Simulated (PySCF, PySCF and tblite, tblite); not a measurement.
# CH₇AsGe: a scan of pyramidal angle

How do energy and shieldings of CH₇AsGe (`[CH3][GeH2][AsH2]`) change along pyramidal angle?

Computed with tblite 0.8.0 (tight binding) and PySCF 2.14.0 (DFT, with response routines of our own); each step states its level. Atoms count from 0 throughout.

### 1 The starting structure

10 atoms, charge 0, multiplicity 1; geometry from: force field or distance geometry start.

Bonds of the start (Å): As2–H8 1.56, As2–H9 1.56, C0–Ge1 1.94, C0–H3 1.11, C0–H4 1.11, C0–H5 1.12, Ge1–As2 2.41, Ge1–H6 1.55, Ge1–H7 1.54.

### 2 GFN2-xTB relaxation, start minimum

Job settings and geometry (Å):

```
{"job": {"xc": "GFN2-xTB", "basis": "xTB", "kind": "relax"}, "charge": 0, "multiplicity": 1}
C     -1.127300    -0.690000    -0.216700
Ge    -0.153000     0.945500     0.165200
As     2.206400     0.441700     0.240400
H     -0.813600    -1.079900    -1.207200
H     -0.935300    -1.441000     0.581600
H     -2.226800    -0.463200    -0.248200
H     -0.595600     1.501900     1.546000
H     -0.420400     1.995800    -0.926100
H      1.966100    -0.823700     1.125600
H      2.108300    -0.382500    -1.083100
```

Run with:

```sh
$ OMP_NUM_THREADS=1 python ens_run.py task.json out
```

The driver reads the study from task.json and runs its stages one after another.

The program printed:

```text
step      E/eV     max force
  0    -271.78891    1.156
  1    -271.85694    0.566
  2    -271.90134    0.614
  3    -271.91912    0.529
  4    -271.94112    0.489
  5    -271.94764    0.364
  6    -271.95354    0.294
  7    -271.95560    0.187
  8    -271.95687    0.090
  9    -271.95773    0.078
 10    -271.95842    0.087
 11    -271.95886    0.060
 12    -271.95928    0.059
 13    -271.95974    0.063
 14    -271.96015    0.076
 15    -271.96040    0.054
 16    -271.96057    0.042
 17    -271.96079    0.054
 18    -271.96119    0.078
 19    -271.96177    0.103
 20    -271.96238    0.082
 21    -271.96292    0.061
 22    -271.96344    0.080
 23    -271.96404    0.088
 24    -271.96460    0.086
 25    -271.96491    0.042
 26    -271.96501    0.026
 27    -271.96507    0.023
 28    -271.96513    0.027
 29    -271.96519    0.022
 30    -271.96522    0.012
 31    -271.96523    0.008
 32    -271.96524    0.008
 33    -271.96525    0.014
 34    -271.96526    0.015
 35    -271.96527    0.010
 36    -271.96527    0.005
 37    -271.96527    0.004
 38    -271.96527    0.004
 39    -271.96528    0.003
 40    -271.96528    0.003
```

It took 0.1 s on 1 thread of AMD EPYC 9R45, shared host.

The energy fell by 0.176 eV, and the atoms moved 0.10 Å (root mean square).

### 3 Relaxed scan, pyramidal angle

Job settings and geometry (Å):

```
{"job": {"xc": "GFN2-xTB", "basis": "xTB", "coordinate": [["t", [9, 1, 8, 2], 0.3333333333333333], ["t", [1, 8, 9, 2], 0.3333333333333333], ["t", [8, 9, 1, 2], 0.3333333333333333]], "kind": "drive"}, "charge": 0, "multiplicity": 1}
C     -1.193853    -0.697520    -0.223973
Ge    -0.076682     0.891285     0.168760
As     2.278006     0.484473     0.251826
H     -0.926665    -1.121332    -1.189423
H     -1.044681    -1.464349     0.532873
H     -2.248609    -0.440928    -0.245180
H     -0.588816     1.499606     1.463168
H     -0.430097     1.959487    -0.851961
H      2.047847    -0.756990     1.067452
H      2.192432    -0.349077    -0.996070
```

The program printed:

```text
point  coordinate     E/eV
  0     55.200     -271.96522
  1     62.800     -271.74017
```

Run time: 0.11 s. Hardware: 1 thread of AMD EPYC 9R45, shared host.

### 4 Relaxed scan, pyramidal angle

job is that of step 3.

The program printed:

```text
point  coordinate     E/eV
  0     43.700     -271.69732
  1     25.700     -270.87210
  2      1.600     -269.93601
  3    -26.200     -270.87119
  4    -43.500     -271.69388
  5    -54.900     -271.93512
  6    -62.600     -271.68949
```

Run time: 0.67 s. Hardware: 1 thread of AMD EPYC 9R45, shared host.

The highest point is number 2, 40.6 kcal/mol above the first.

### 5 Shieldings, coordinate held at -62.6: PBE0/pcSseg-1

Job settings and geometry (Å):

```
{"job": {"kind": "nmr", "xc": "PBE0", "basis": "pcSseg-1", "every": 1, "pop": false}, "charge": 0, "multiplicity": 1}
C     -1.536362    -0.670619    -0.243686
Ge     0.058917     0.458459     0.089950
As     2.215793    -0.703557     0.021294
H     -1.482023    -1.128327    -1.228891
H     -1.599945    -1.469449     0.491804
H     -2.451580    -0.089113    -0.190866
H     -0.174831     1.161742     1.419639
H     -0.007257     1.612782    -0.900247
H      2.448827     0.246506     1.167789
H      2.575687     0.587738    -0.667709
```

The program printed:

```text
coarse grid: 37232 points
cycle   1  E = -4354.0702421278  dE = -1.552e+00  |g| = 1.088e+00  |ddm| = 2.870e+00
cycle   2  E = -4354.0462522477  dE =  2.399e-02  |g| = 9.843e-01  |ddm| = 8.750e-01
cycle   3  E = -4354.1362435903  dE = -8.999e-02  |g| = 1.438e-01  |ddm| = 6.173e-01
cycle   4  E = -4354.1393412573  dE = -3.098e-03  |g| = 3.527e-02  |ddm| = 1.247e-01
cycle   5  E = -4354.1395257759  dE = -1.845e-04  |g| = 4.670e-03  |ddm| = 2.855e-02
cycle   6  E = -4354.1395300740  dE = -4.298e-06  |g| = 1.070e-03  |ddm| = 8.139e-03
final grid: 74928 points
cycle   7  E = -4354.1395253177  dE =  2.227e-08  |g| = 1.322e-03  |ddm| = 3.797e-03
cycle   8  E = -4354.1395251919  dE =  1.258e-07  |g| = 1.703e-03  |ddm| = 3.859e-03
cycle   9  E = -4354.1395257577  dE = -5.658e-07  |g| = 1.062e-04  |ddm| = 1.922e-03
cycle  10  E = -4354.1395257613  dE = -3.613e-09  |g| = 2.123e-05  |ddm| = 1.504e-04
cycle  11  E = -4354.1395257614  dE = -6.185e-11  |g| = 1.978e-06  |ddm| = 1.912e-05
converged SCF energy = -4354.1395257614

GIAO shielding tensors (ppm)
atom      isotropic    diamagn.    paramagn.     s11        s22        s33       span
  0 C      188.079     250.256     -62.177    180.480    185.471    198.286     17.805
  1 Ge    1487.135    2755.973   -1268.838   1358.886   1480.026   1622.492    263.607
  2 As    2227.892    2877.256    -649.364   2040.264   2308.733   2334.678    294.414
  3 H       31.243      30.020       1.223     26.068     28.831     38.831     12.763
  4 H       31.247      30.030       1.217     26.059     28.856     38.827     12.767
  5 H       31.321      29.574       1.748     25.649     27.731     40.583     14.934
  6 H       27.159      29.695      -2.537     19.538     23.056     38.882     19.344
  7 H       27.154      29.692      -2.538     19.539     23.047     38.877     19.338
  8 H       30.287      28.823       1.464     20.954     26.134     43.772     22.818
  9 H       30.278      28.820       1.459     20.939     26.126     43.771     22.832
```

Wall time 8.8 s (1 thread of AMD EPYC 9R45, shared host); peak memory 0.66 GiB.

In short: HOMO -7.89 eV, LUMO -0.06 eV; dipole 0.28 D.

The fields below are evaluated on a grid from the run's orbitals.

Frontier orbitals at PBE0/pcSseg-1, with the share of their density that lies nearest to each atom:

| orbital | energy (eV) | lies on |
| --- | --- | --- |
| HOMO | -7.89 | As2 47 %; Ge1 22 %; 4 H atoms about 6 % each |
| LUMO | -0.06 | As2 40 %; Ge1 23 %; H6, H7 about 10 % each |

ELF in a plane through or near 4 of the atoms.

Ten even steps from '0' (0.00) to '9' (1.00):
```
0000000000000000000000000000
0000000000000000000000000000
0000000000000000000000000000
0000000000000000000000000000
0000000000000000000000000000
0000000000012211000010000000
0000000000133332101588400000
0000000001221311225999950000
0000000111317461667999960000
0000012323525652853999840000
0000114434651323915487410000
0000134211386345722442100000
0001242276276422356631000000
0001454265276300123310000000
0001577523585200000000000000
0001579999984100000000000000
0000468999973100000000000000
0000136788741000000000000000
0000002343200000000000000000
0000000000000000000000000000
```
The map spans 10.3 Å across and 8.0 Å up, centred on the molecule. Atoms in the plane (x, y in Å): C0 (1.7, -0.3), Ge1 (-0.2, 0.4), As2 (-2.0, -1.2), H5 (2.4, 0.5).

log10 of the density (e/Å³) in the same plane.

Ten even steps from '0' (-4.0) to '9' (2.1):
```
0000000000000000000000000000
0000000000011111000000000000
0000000001122222110000000000
0000000012233333221100000000
0000000122333333322111000000
0000001123344444333222110000
0000112233455555444443321000
0001223334456766555555432000
0012334444568986666665432100
0123345555568986666765432100
0123445555566766679765432100
0123455666665555667655432100
0123456799765544566654322000
0123456798755444455543321000
0123445666654433334433210000
0122345555544322222222110000
0012334455443321122211000000
0011233344332211000000000000
0001122233221100000000000000
0000011121110000000000000000
```
The map spans 10.3 Å across and 8.0 Å up, centred on the molecule. Atoms in the plane (x, y in Å): C0 (1.7, -0.3), Ge1 (-0.2, 0.4), As2 (-2.0, -1.2), H5 (2.4, 0.5).

On the surface of density 0.002 e/bohr³ the electrostatic potential runs, from the 1st to the 99th percentile, from -0.16 V near As2 to 0.76 V near H3.

### 6 Shieldings, coordinate held at 1.6: PBE0/pcSseg-1

Job settings and geometry (Å):

```
{"job": {"kind": "nmr", "xc": "PBE0", "basis": "pcSseg-1", "every": 1, "pop": false}, "charge": 0, "multiplicity": 1}
C     -1.532143    -0.702534    -0.250017
Ge    -0.169596     0.701301     0.120586
As     2.038458     0.114032     0.158554
H     -1.365885    -1.150619    -1.227408
H     -1.483532    -1.493336     0.495589
H     -2.534507    -0.283222    -0.235111
H     -0.419196     1.316694     1.477579
H     -0.253627     1.787080    -0.926504
H      2.803176    -0.365337     1.302908
H      2.962208     0.079888    -0.968232
```

The program printed:

```text
coarse grid: 37232 points
cycle   1  E = -4354.0276447538  dE = -1.386e+00  |g| = 1.100e+00  |ddm| = 2.959e+00
cycle   2  E = -4354.0094968924  dE =  1.815e-02  |g| = 9.919e-01  |ddm| = 9.342e-01
cycle   3  E = -4354.0978995151  dE = -8.840e-02  |g| = 1.464e-01  |ddm| = 6.103e-01
cycle   4  E = -4354.1009423851  dE = -3.043e-03  |g| = 2.919e-02  |ddm| = 1.267e-01
cycle   5  E = -4354.1011001844  dE = -1.578e-04  |g| = 5.745e-03  |ddm| = 2.618e-02
cycle   6  E = -4354.1011075101  dE = -7.326e-06  |g| = 1.088e-03  |ddm| = 5.446e-03
final grid: 74928 points
cycle   7  E = -4354.1010887846  dE =  7.287e-08  |g| = 1.253e-03  |ddm| = 2.075e-03
cycle   8  E = -4354.1010885724  dE =  2.122e-07  |g| = 1.586e-03  |ddm| = 2.596e-03
cycle   9  E = -4354.1010891540  dE = -5.816e-07  |g| = 6.920e-05  |ddm| = 1.432e-03
cycle  10  E = -4354.1010891553  dE = -1.344e-09  |g| = 1.172e-05  |ddm| = 8.653e-05
cycle  11  E = -4354.1010891553  dE = -3.092e-11  |g| = 2.480e-06  |ddm| = 1.162e-05
converged SCF energy = -4354.1010891553

GIAO shielding tensors (ppm)
atom      isotropic    diamagn.    paramagn.     s11        s22        s33       span
  0 C      179.458     251.124     -71.666    163.236    178.171    196.966     33.731
  1 Ge    1469.047    2754.573   -1285.526   1255.983   1532.533   1618.626    362.643
  2 As    2025.258    2879.599    -854.341   1650.513   1943.021   2482.240    831.727
  3 H       30.985      30.110       0.874     26.417     28.620     37.919     11.502
  4 H       30.985      30.121       0.864     26.412     28.623     37.920     11.507
  5 H       31.320      29.251       2.069     25.926     27.690     40.344     14.418
  6 H       26.617      28.378      -1.761     18.353     23.000     38.498     20.145
  7 H       26.619      28.378      -1.759     18.362     22.998     38.497     20.135
  8 H       29.657      29.965      -0.307     19.987     24.381     44.604     24.618
  9 H       29.653      29.959      -0.305     19.987     24.377     44.596     24.610
```

It took 5.7 s on 1 thread of AMD EPYC 9R45, shared host; peak memory 0.78 GiB.

Key values: HOMO -5.52 eV, LUMO -0.32 eV; dipole 0.94 D.

### 7 Shieldings, coordinate held at 62.8: PBE0/pcSseg-1

Job settings and geometry (Å):

```
{"job": {"kind": "nmr", "xc": "PBE0", "basis": "pcSseg-1", "every": 1, "pop": false}, "charge": 0, "multiplicity": 1}
C     -1.092674    -0.695000    -0.218949
Ge    -0.030702     0.928609     0.176293
As     2.359904     0.473268     0.256140
H     -0.810203    -1.115495    -1.181507
H     -0.930385    -1.456631     0.540413
H     -2.152823    -0.461013    -0.246713
H     -0.593067     1.520361     1.464567
H     -0.430978     1.976205    -0.857090
H      1.801434    -0.756001     0.932817
H      1.933522    -0.390065    -0.907276
```

The program printed:

```text
coarse grid: 37232 points
cycle   1  E = -4354.0734401829  dE = -1.545e+00  |g| = 1.086e+00  |ddm| = 2.871e+00
cycle   2  E = -4354.0512190923  dE =  2.222e-02  |g| = 9.788e-01  |ddm| = 8.683e-01
cycle   3  E = -4354.1384604904  dE = -8.724e-02  |g| = 1.431e-01  |ddm| = 6.101e-01
cycle   4  E = -4354.1415470797  dE = -3.087e-03  |g| = 3.320e-02  |ddm| = 1.314e-01
cycle   5  E = -4354.1417544764  dE = -2.074e-04  |g| = 4.412e-03  |ddm| = 2.753e-02
cycle   6  E = -4354.1417585239  dE = -4.047e-06  |g| = 1.318e-03  |ddm| = 5.254e-03
final grid: 74928 points
cycle   7  E = -4354.1417493065  dE =  1.134e-07  |g| = 1.568e-03  |ddm| = 2.795e-03
cycle   8  E = -4354.1417489845  dE =  3.220e-07  |g| = 2.029e-03  |ddm| = 3.084e-03
cycle   9  E = -4354.1417498126  dE = -8.281e-07  |g| = 9.068e-05  |ddm| = 1.756e-03
cycle  10  E = -4354.1417498155  dE = -2.905e-09  |g| = 2.232e-05  |ddm| = 1.558e-04
cycle  11  E = -4354.1417498155  dE = -3.638e-11  |g| = 1.226e-06  |ddm| = 1.431e-05
converged SCF energy = -4354.1417498155

GIAO shielding tensors (ppm)
atom      isotropic    diamagn.    paramagn.     s11        s22        s33       span
  0 C      183.197     251.374     -68.177    171.879    178.821    198.892     27.013
  1 Ge    1481.045    2755.397   -1274.353   1361.766   1486.716   1594.652    232.887
  2 As    2143.368    2879.631    -736.263   1993.700   2171.282   2265.121    271.420
  3 H       31.222      30.630       0.593     26.251     29.053     38.363     12.112
  4 H       31.226      30.638       0.588     26.250     29.059     38.369     12.120
  5 H       31.122      29.785       1.337     25.295     27.369     40.703     15.408
  6 H       27.364      28.893      -1.529     20.535     22.256     39.301     18.766
  7 H       27.366      28.895      -1.529     20.539     22.256     39.303     18.764
  8 H       30.621      30.098       0.523     21.890     27.045     42.928     21.039
  9 H       30.621      30.092       0.529     21.896     27.035     42.932     21.036
```

It took 5.8 s on 1 thread of AMD EPYC 9R45, shared host; peak memory 0.78 GiB.

In short: HOMO -7.88 eV, LUMO 0.01 eV; dipole 0.78 D.

### 8 Shieldings, coordinate held at -43.5: PBE0/pcSseg-1

Job settings and geometry (Å):

```
{"job": {"kind": "nmr", "xc": "PBE0", "basis": "pcSseg-1", "every": 1, "pop": false}, "charge": 0, "multiplicity": 1}
C     -1.480302    -0.675075    -0.243838
Ge    -0.085247     0.671527     0.117879
As     1.998761    -0.475628     0.040626
H     -1.325707    -1.129432    -1.220699
H     -1.440568    -1.469074     0.499401
H     -2.477147    -0.243939    -0.225152
H     -0.419518     1.345453     1.439181
H     -0.258643     1.800713    -0.885056
H      2.692146    -0.121624     1.322335
H      2.845771     0.307211    -0.917828
```

The program printed:

```text
coarse grid: 37232 points
cycle   1  E = -4354.0729492270  dE = -1.521e+00  |g| = 1.092e+00  |ddm| = 2.899e+00
cycle   2  E = -4354.0500560015  dE =  2.289e-02  |g| = 9.879e-01  |ddm| = 8.820e-01
cycle   3  E = -4354.1407351354  dE = -9.068e-02  |g| = 1.453e-01  |ddm| = 6.138e-01
cycle   4  E = -4354.1438420736  dE = -3.107e-03  |g| = 3.283e-02  |ddm| = 1.231e-01
cycle   5  E = -4354.1439994989  dE = -1.574e-04  |g| = 4.265e-03  |ddm| = 2.417e-02
cycle   6  E = -4354.1440028749  dE = -3.376e-06  |g| = 1.079e-03  |ddm| = 6.349e-03
final grid: 74928 points
cycle   7  E = -4354.1440568943  dE =  2.639e-08  |g| = 1.271e-03  |ddm| = 3.052e-03
cycle   8  E = -4354.1440567586  dE =  1.356e-07  |g| = 1.575e-03  |ddm| = 2.960e-03
cycle   9  E = -4354.1440573137  dE = -5.551e-07  |g| = 8.151e-05  |ddm| = 1.460e-03
cycle  10  E = -4354.1440573160  dE = -2.214e-09  |g| = 2.005e-05  |ddm| = 1.303e-04
cycle  11  E = -4354.1440573160  dE = -6.730e-11  |g| = 2.059e-06  |ddm| = 1.518e-05
converged SCF energy = -4354.1440573160

GIAO shielding tensors (ppm)
atom      isotropic    diamagn.    paramagn.     s11        s22        s33       span
  0 C      187.840     250.496     -62.656    178.501    185.646    199.375     20.874
  1 Ge    1520.176    2754.994   -1234.818   1388.828   1516.657   1655.042    266.214
  2 As    1881.105    2876.240    -995.135   1762.868   1900.882   1979.564    216.696
  3 H       31.210      29.999       1.211     26.056     28.825     38.747     12.691
  4 H       31.214      30.020       1.194     26.048     28.850     38.745     12.698
  5 H       31.301      29.325       1.976     25.463     27.619     40.822     15.359
  6 H       27.259      28.863      -1.604     19.967     22.464     39.346     19.379
  7 H       27.258      28.862      -1.603     19.966     22.457     39.352     19.386
  8 H       29.021      28.867       0.155     21.081     23.872     42.111     21.029
  9 H       29.020      28.865       0.156     21.084     23.872     42.106     21.022
```

Run time: 5.8 s. Hardware: 1 thread of AMD EPYC 9R45, shared host; peak memory 0.78 GiB.

Key values: HOMO -6.90 eV, LUMO 0.15 eV; dipole 0.40 D.

[end of part 1 of 3]
